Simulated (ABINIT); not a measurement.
Write the native input for ABINIT 10.8.3 (patched build) that does the following.

```yaml
Task: relaxation of cell and atoms
Functional: PBE
Potentials_or_basis: JTH PAW PBE v2.0
Cutoff: 599 eV
k_mesh: 7 × 7 × 7
Occupations: fermi-dirac, width 0.05 eV
Spin: no spin polarisation
Target_pressure: 10 GPa
Cell_freedom_optcell: 2
Cutoff_smearing_ecutsm_Ha: 0.5
Optimiser_ionmov: 2
Force_stop_Ha/bohr: 5e-05
Fine-grid_cutoff: 1197.3 eV
```

Crystal: BiTe.

```
Bi Te
1.0
     0.00000    3.23500    3.23500
     3.23500    0.00000    3.23500
     3.23500    3.23500    0.00000
Bi Te
1 1
Direct
  0.00000 0.00000 0.00000
  0.50000 0.50000 0.50000
```

One way to write it, as run:

run.abi

```
# Pseudopotentials
pp_dirpath "./"
pseudos "Bi.GGA_PBE-JTH.xml, Te.GGA_PBE-JTH.xml"

# Structure
acell 3*1.0
rprim
     0.0000000000     6.1132640132     6.1132640132
     6.1132640132     0.0000000000     6.1132640132
     6.1132640132     6.1132640132     0.0000000000
ntypat 2
znucl 83 52
natom 2
typat 1 2
xred
     0.0000000000     0.0000000000     0.0000000000
     0.5000000000     0.5000000000     0.5000000000
chkprim 0
chksymtnons 0
tolsym 1.0e-6

# Plane-wave basis
ecut 22.0
pawecutdg 44.0
pawxcdev 0

# k points
kptopt 1
ngkpt 7 7 7
nshiftk 1
shiftk 0.0 0.0 0.0

# Exchange and correlation
ixc 11

# Bands and occupations
nband 15
occopt 3
tsmear 0.05 eV

# SCF cycle
nstep 100
tolvrs 1.0e-9

# Output
iomode 3
prtwf 0
prtden 0
prteig 0
prtebands 0
enunit 1

# Relaxation
ionmov 2
ntime 60
tolmxf 5.0e-5
optcell 2
dilatmx 1.08
ecutsm 0.5
strtarget 3*-3.398931e-04 3*0.0
```

Potentials or basis: JTH PAW PBE v2.0.

Command:

```bash
$ abinit run.abi > log 2>&1
```

Results of the run:

```json
{
  "Relaxed volume": "29.59 Å³/atom",
  "Relaxed cell": "a = 4.374 Å, b = 4.374 Å, c = 4.374 Å, α = 60.00°, β = 60.00°, γ = 60.00°",
  "Space group after relaxing (to 0.05 Å)": "Fm-3m (No. 225)",
  "Energy change on relaxing (the enthalpy is what falls)": "+130.2 meV/atom",
  "Ionic steps": "5",
  "Pressure after relaxing": "10.0 GPa",
  "Band gap on the k mesh": "none (metal or under the smearing width)",
  "Valence electrons inside the program's atomic spheres": "Bi 12.17; Te 3.13"
}
```

Caveat: spin-orbit coupling is left out, which moves the levels of the heavy elements.

Wall time 2 min on 1 thread of Arm Neoverse V2, on a shared host, peak memory 0.18 GiB.
